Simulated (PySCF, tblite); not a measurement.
**C₅H₁₂BN: geometry, infrared bands and NMR shifts**

What infrared bands and NMR shifts should C₅H₁₂BN (`C[BH2-][N+]#CC(C)C`) show?

Computed with tblite 0.8.0 and PySCF 2.14.0, with density-fitted response routines of our own, on a single molecule in the gas phase. Atoms are numbered from 0 throughout.

## (1) The starting structure

19 atoms, charge 0, multiplicity 1; geometry from: force field or distance geometry start.

Bonds of the start (Å): C0–B1 1.60, B1–N2 1.50, N2–C3 1.14, C3–C4 1.47, C4–C5 1.52, C4–C6 1.52, C0–H7 1.12, C0–H8 1.11, C0–H9 1.11, B1–H10 1.19, B1–H11 1.18, C4–H12 1.11, C5–H13 1.11, C5–H14 1.11, C5–H15 1.11, C6–H16 1.11, C6–H17 1.11, C6–H18 1.12.

## (2) Geometry optimisation with GFN2-xTB

What the job is given:

```
{"job": {"kind": "relax", "xc": "GFN2-xTB", "basis": "xTB"}, "charge": 0, "multiplicity": 1}
C     -3.112300     0.078700     0.541300
B     -2.371000     0.489700    -0.819200
N     -0.895300     0.259000    -0.652100
C      0.232300     0.096300    -0.541900
C      1.676600    -0.134400    -0.368600
C      2.290100     1.007200     0.432900
C      1.928700    -1.479700     0.294800
H     -2.741700     0.708400     1.386900
H     -4.206300     0.245800     0.423000
H     -2.944500    -0.991000     0.774000
H     -2.777200    -0.182900    -1.710900
H     -2.570700     1.631500    -1.049700
H      2.136300    -0.144100    -1.375900
H      1.853300     1.053900     1.450200
H      3.388400     0.865800     0.533700
H      2.120800     1.980300    -0.064500
H      1.493600    -2.299500    -0.309000
H      3.018600    -1.670600     0.393200
H      1.470700    -1.505100     1.317900
```

Launch:

```bash
$ OMP_NUM_THREADS=1 python probes_run.py task.json out
```

This one command runs all jobs of the session in turn.

What it wrote:

```text
step      E/eV     max force
  0    -569.96912    1.509
  1    -570.01105    3.709
  2    -570.07773    0.815
  3    -570.10025    0.365
  4    -570.11739    0.314
  5    -570.13625    0.361
  6    -570.14657    0.288
  7    -570.15422    0.154
  8    -570.15869    0.134
  9    -570.16126    0.132
 10    -570.16276    0.088
 11    -570.16399    0.095
 12    -570.16499    0.085
 13    -570.16577    0.093
 14    -570.16637    0.064
 15    -570.16686    0.044
 16    -570.16726    0.043
 17    -570.16756    0.049
 18    -570.16774    0.036
 19    -570.16786    0.035
 20    -570.16796    0.027
 21    -570.16808    0.037
 22    -570.16820    0.035
 23    -570.16833    0.024
 24    -570.16845    0.029
 25    -570.16856    0.031
 26    -570.16871    0.031
 27    -570.16891    0.032
 28    -570.16916    0.040
 29    -570.16940    0.036
 30    -570.16960    0.028
 31    -570.16976    0.033
 32    -570.16991    0.033
 33    -570.17004    0.027
 34    -570.17017    0.028
 35    -570.17028    0.025
 36    -570.17038    0.025
 37    -570.17050    0.029
 38    -570.17067    0.046
 39    -570.17090    0.051
 40    -570.17116    0.035
 41    -570.17140    0.036
 42    -570.17162    0.041
 43    -570.17185    0.064
 44    -570.17210    0.062
 45    -570.17233    0.035
 46    -570.17249    0.026
 47    -570.17259    0.029
 48    -570.17266    0.031
 49    -570.17272    0.019
 50    -570.17276    0.014
 51    -570.17279    0.015
 52    -570.17282    0.024
 53    -570.17288    0.027
 54    -570.17296    0.026
 55    -570.17305    0.026
 56    -570.17315    0.022
 57    -570.17327    0.031
 58    -570.17337    0.032
 59    -570.17345    0.019
 60    -570.17350    0.015
 61    -570.17353    0.013
 62    -570.17356    0.014
 63    -570.17360    0.014
 64    -570.17364    0.014
 65    -570.17367    0.013
 66    -570.17371    0.017
 67    -570.17376    0.022
 68    -570.17383    0.020
 69    -570.17389    0.020
 70    -570.17394    0.016
 71    -570.17400    0.016
 72    -570.17407    0.019
 73    -570.17413    0.016
 74    -570.17416    0.013
 75    -570.17419    0.012
 76    -570.17421    0.012
 77    -570.17423    0.010
 78    -570.17425    0.009
```

It took 0.69 s on 1 thread of Arm Neoverse N1, shared host; peak memory 0.18 GiB.

Along the way: (not every step is listed)

```
step  energy from step 0 (eV)  largest force (eV/Å)
   0                   0.0000                1.5090
   1                  -0.0419                3.7087
   2                  -0.1086                0.8150
   3                  -0.1311                0.3653
   4                  -0.1483                0.3142
   5                  -0.1671                0.3608
   6                  -0.1775                0.2884
   7                  -0.1851                0.1537
   8                  -0.1896                0.1338
  14                  -0.1973                0.0638
  20                  -0.1988                0.0273
  26                  -0.1996                0.0310
  32                  -0.2008                0.0333
  38                  -0.2015                0.0462
  44                  -0.2030                0.0624
  50                  -0.2036                0.0142
  56                  -0.2040                0.0221
  62                  -0.2044                0.0143
  68                  -0.2047                0.0197
  73                  -0.2050                0.0161
  74                  -0.2050                0.0133
  75                  -0.2051                0.0121
  76                  -0.2051                0.0116
  77                  -0.2051                0.0099
  78                  -0.2051                0.0086
```

Close pairs (by a distance rule), those that changed most:

```
  bond  before (Å)  after (Å)  change (Å)
 C0–B1       1.603      1.638      +0.035
 B1–N2       1.503      1.468      -0.035
C6–H18       1.121      1.087      -0.034
 C3–C4       1.473      1.442      -0.031
 C0–H7       1.118      1.089      -0.029
 C0–H8       1.113      1.087      -0.026
C5–H14       1.112      1.087      -0.025
C6–H17       1.111      1.087      -0.024
```

The next job starts from the end point, and lists it.

## (3) Vibrational analysis with GFN2-xTB

What the job is given:

```
{"job": {"kind": "ir", "xc": "GFN2-xTB", "basis": "xTB"}, "charge": 0, "multiplicity": 1}
C     -2.948765     0.049352     0.584936
B     -2.345658     0.504957    -0.868261
N     -0.894763     0.302784    -0.773976
C      0.228257     0.109325    -0.618450
C      1.632664    -0.125847    -0.389978
C      2.212377     1.021224     0.445986
C      1.818810    -1.478289     0.307895
H     -2.545250     0.644660     1.402552
H     -4.027614     0.178192     0.589130
H     -2.743169    -0.997063     0.804849
H     -2.708604    -0.191164    -1.767938
H     -2.493198     1.668159    -1.093565
H      2.132299    -0.151161    -1.366973
H      1.724202     1.065268     1.416768
H      3.277245     0.863479     0.598135
H      2.068577     1.974030    -0.057537
H      1.406497    -2.283184    -0.295567
H      2.877877    -1.667500     0.464771
H      1.318413    -1.477971     1.273363
```

What it wrote:

```text
mode    cm-1     km/mol
  1      -9.5      0.82
  2      60.9      0.20
  3      85.2      1.63
  4     157.6      0.68
  5     180.8      0.74
  6     186.5      0.03
  7     232.8      0.30
  8     248.5      0.25
  9     322.1      0.44
 10     390.0      1.14
 11     489.6      0.86
 12     498.6      2.42
 13     661.8     15.04
 14     670.3      0.22
 15     822.3      9.55
 16     888.9     40.94
 17     901.3     11.81
 18     909.2      7.40
 19     947.0      3.52
 20     984.0      0.97
 21     990.8    132.03
 22    1019.7      6.17
 23    1060.8     46.60
 24    1106.5      6.75
 25    1124.0      2.35
 26    1172.8     18.01
 27    1173.3     14.59
 28    1265.4      0.24
 29    1295.4      0.30
 30    1375.1      5.16
 31    1401.1      5.22
 32    1414.6      1.82
 33    1483.4      2.20
 34    1485.8      1.20
 35    1492.2      7.16
 36    1497.1     10.83
 37    1526.8      0.51
 38    1528.7      0.48
 39    2367.2     83.26
 40    2407.5    185.66
 41    2424.6    255.97
 42    2904.7     21.90
 43    3003.1     99.81
 44    3010.4     50.50
 45    3039.8     70.10
 46    3042.7      2.96
 47    3043.7      2.03
 48    3046.2     49.03
 49    3048.6     29.23
 50    3050.1     16.56
 51    3051.2     27.84
```

It took 0.87 s on 1 thread of Arm Neoverse N1, shared host; peak memory 0.18 GiB.

Which atoms move in the most intense modes:

```
cm⁻¹  km/mol                                   atoms
 991   132.0             N2 15 %, H17 11 %, H16 11 %
2367    83.3                        C3 56 %, N2 39 %
2408   185.7                      H10 45 %, H11 45 %
2425   256.0                      H11 47 %, H10 46 %
3003    99.8                        H7 50 %, H9 42 %
3010    50.5                        H9 50 %, H7 42 %
3040    70.1                                 H8 91 %
3046    49.0  H14 31 %, H17 29 %, H18 18 %, H13 12 %
```

## (4) Shielding tensors: PBE0/pcSseg-1

Same as in step 3 but for these lines:

```diff
@@ -1,2 +1,2 @@
-{"job": {"kind": "ir", "xc": "GFN2-xTB", "basis": "xTB"}, "charge": 0, "multiplicity": 1}
+{"job": {"kind": "nmr", "xc": "PBE0", "basis": "pcSseg-1"}, "charge": 0, "multiplicity": 1}
 C     -2.948765     0.049352     0.584936
```

Level: GIAO PBE0/pcSseg-1 NMR shielding, non-relativistic, gas phase.

What it wrote:

```text
coarse grid: 15024 points
cycle   1  E = -276.8113280624  dE =  7.087e-01  |g| = 6.012e-01  |ddm| = 3.604e+00
cycle   2  E = -276.5880693968  dE =  2.233e-01  |g| = 1.146e+00  |ddm| = 1.431e+00
cycle   3  E = -276.9090622483  dE = -3.210e-01  |g| = 1.990e-01  |ddm| = 9.302e-01
cycle   4  E = -276.9170219946  dE = -7.960e-03  |g| = 7.361e-02  |ddm| = 1.595e-01
cycle   5  E = -276.9180890189  dE = -1.067e-03  |g| = 1.839e-02  |ddm| = 5.391e-02
cycle   6  E = -276.9181809614  dE = -9.194e-05  |g| = 2.939e-03  |ddm| = 1.817e-02
cycle   7  E = -276.9181829548  dE = -1.993e-06  |g| = 6.994e-04  |ddm| = 3.163e-03
final grid: 142704 points
cycle   8  E = -276.9580982563  dE = -4.601e-05  |g| = 8.884e-03  |ddm| = 3.242e-02
cycle   9  E = -276.9580938729  dE =  4.383e-06  |g| = 9.940e-03  |ddm| = 1.499e-02
cycle  10  E = -276.9581187756  dE = -2.490e-05  |g| = 9.336e-04  |ddm| = 7.756e-03
cycle  11  E = -276.9581189301  dE = -1.545e-07  |g| = 5.013e-04  |ddm| = 9.003e-04
cycle  12  E = -276.9581189810  dE = -5.089e-08  |g| = 1.310e-04  |ddm| = 3.621e-04
cycle  13  E = -276.9581189849  dE = -3.861e-09  |g| = 2.778e-05  |ddm| = 1.076e-04
cycle  14  E = -276.9581189850  dE = -1.864e-10  |g| = 5.745e-06  |ddm| = 3.026e-05
converged SCF energy = -276.9581189850

GIAO shielding tensors (ppm)
atom      isotropic    diamagn.    paramagn.     s11        s22        s33       span
  0 C      180.608     249.641     -69.033    169.380    182.851    189.593     20.212
  1 B      136.674     191.007     -54.333    123.124    135.242    151.657     28.534
  2 N       26.578     331.961    -305.383   -129.130   -109.976    318.841    447.971
  3 C       65.552     272.626    -207.074    -31.537    -24.638    252.831    284.367
  4 C      164.865     248.432     -83.567    154.927    164.693    174.974     20.047
  5 C      164.897     247.364     -82.467    150.914    156.738    187.039     36.124
  6 C      164.900     247.790     -82.890    150.584    157.100    187.017     36.433
  7 H       31.837      32.623      -0.787     28.527     30.084     36.899      8.373
  8 H       31.551      28.962       2.589     27.423     28.063     39.167     11.743
  9 H       31.815      32.462      -0.647     28.519     30.028     36.899      8.380
 10 H       29.721      30.529      -0.808     25.983     29.809     33.372      7.389
 11 H       29.734      30.649      -0.915     25.974     29.890     33.339      7.365
 12 H       28.935      30.097      -1.163     25.510     26.443     34.851      9.341
 13 H       30.356      30.636      -0.281     26.985     28.897     35.185      8.201
 14 H       30.470      28.811       1.659     26.091     27.925     37.394     11.303
 15 H       30.071      29.589       0.481     25.699     27.875     36.639     10.941
 16 H       30.072      30.105      -0.033     25.788     27.854     36.575     10.787
 17 H       30.475      29.112       1.364     26.068     27.963     37.394     11.325
 18 H       30.350      30.998      -0.648     27.077     28.849     35.123      8.046
```

Wall time 52 s (1 thread of Arm Neoverse N1, shared host); peak memory 0.81 GiB.

The references, computed at this level on geometries of the same kind, shield at (ppm): 1H TMS 31.72, 13C TMS 186.9, 15N NH3 267.7, 11B BF3·OEt2 100.1. Their shielding less the atom's gives the shift. The references are single molecules in the gas phase, so shifts against H2O, NH3, PH3, H3PO4 or CFCl3 are not on the usual liquid scales and can be off by tens of ppm. Atoms listed in one row are averaged.

```
                       atoms                              environment  σ (ppm)  δ (ppm)  δ scaled to CDCl3
                          C3                    nitrilium-type carbon     65.6    121.4              116.5
                          C4                    sp3 CH α to a nitrile    164.9     22.1               19.6
                      C5, C6                            methyl carbon    164.9     22.0               19.6
                          C0                methyl carbon bonded to B    180.6      6.3                4.3
                         H12     hydrogen on an sp3 CH α to a nitrile    28.93     2.78               2.73
                    H10, H11       hydrogen on a boron bonded to C, N    29.73     1.99                  –
H13, H14, H15, H16, H17, H18              hydrogen on a methyl carbon    30.30     1.42               1.44
                  H7, H8, H9  hydrogen on a methyl carbon bonded to B    31.73    -0.02               0.09
                          B1                boron bonded to C, N, 2 H    136.7    -36.6                  –
                          N2         donor nitrogen of a Lewis adduct     26.6    241.2                  –
```

The scaled column applies a straight-line fit of computed shieldings to shifts measured in CDCl3 (root-mean-square error 0.16 ppm for H, 1.9 ppm for C).

Charges from the same density, by scheme (e):

```
 atoms  Mulliken    IAO  Hirshfeld  ESP fit
    C0     -0.48  -0.53      -0.20    -0.30
    B1      0.05  -0.24      -0.05     0.33
    N2     -0.27   0.04       0.01    -0.07
    C3      0.33   0.20       0.17     0.02
    C4     -0.36  -0.13       0.01     0.49
C5, C6     -0.21  -0.41      -0.10    -0.52
```

Mayer bond orders: C0–B1 0.94, B1–N2 0.74, N2–C3 2.60, C3–C4 0.97, C4–C5 1.01, C4–C6 1.01.

The fields below are evaluated on a grid from the run's orbitals.

Frontier orbitals at PBE0/pcSseg-1, with the share of their density that lies nearest to each atom:

```
orbital  energy (eV)                                    lies on
   HOMO        -7.28  H10, H11 about 30 % each; B1 14 %; C3 8 %
   LUMO        -0.39                 C3 32 %; N2 27 %; H12 12 %
```

ELF in a plane through or near 6 of the atoms.

Ten even steps from ' ' (0.00) to '@' (1.00):
```
                                                        
                                                        
                                                        
                  --++::                                
                ==@@@@%%::                              
            ::..==@@@@%%::            ..                
          %%@@%%**++##==                                
          @@@@@@%%::++==      ..                        
          @@@@@@%%::**==  ..::..    ..--::..--::        
          ::****------..  ::--..    ****==%%@@@@++      
                    ..    ..::..  ..++==--@@@@@@%%      
            --++--==**++..        ::%%##++%%@@@@**      
          --@@@@##**@@@@##        **@@@@@@--****..      
          ==@@@@****@@@@@@        %%@@@@@@::            
            ==++::::####++        ++@@@@%%..            
                    ....            ====::              
                                                        
                                                        
                                                        
                                                        
```
The map spans 13.2 Å across and 9.5 Å up, centred on the molecule. Atoms in the plane (x, y in Å): C0 (2.9, -0.3), C5 (-2.1, 1.1), H8 (4.0, -0.3), H9 (2.6, -1.4), H14 (-3.2, 1.1), H18 (-1.5, -1.5).

On the surface of density 0.002 e/bohr³ the electrostatic potential runs, from the 1st to the 99th percentile, from -1.58 to 1.57 V.

## (5) Outcome

```
                                                               quantity                        value
                              strongest single infrared mode (GFN2-xTB)        2425 cm⁻¹, 256 km/mol
                                           zero-point energy (GFN2-xTB)               100.8 kcal/mol
13C shifts against TMS (PBE0/pcSseg-1, means over atoms taken as alike)   121.4, 22.1, 22.0, 6.3 ppm
 1H shifts against TMS (PBE0/pcSseg-1, means over atoms taken as alike)  2.78, 1.99, 1.42, -0.02 ppm
                            11B shifts against BF3·OEt2 (PBE0/pcSseg-1)                    -36.6 ppm
                                 15N shifts against NH3 (PBE0/pcSseg-1)                    241.2 ppm
                                  surface potential, 1st and 99th percentile           -1.58 V and 1.57 V
```

**Reading.** The optimisation took 78 steps and gained 0.205 eV; among the close pairs (by a distance rule), C0–B1 changed most, from 1.603 to 1.638 Å. The lowest mode is slightly imaginary (10i cm⁻¹), a soft motion within the noise of the Hessian, so the minimum is not strictly shown. The strongest single mode, at 2425 cm⁻¹, moves mainly H11 and H10. GFN2-xTB is a fitted tight-binding method: band positions and strengths are rough. Its intensities can rank the bands wrongly. At PBE0/pcSseg-1: Shielding is most anisotropic at N2 (span 448 ppm, paramagnetic term -305 ppm). By nearest atom (PBE0/pcSseg-1), the HOMO sits on H10, H11 about 30 % each; B1 14 % and the LUMO on C3 32 %; N2 27 %.
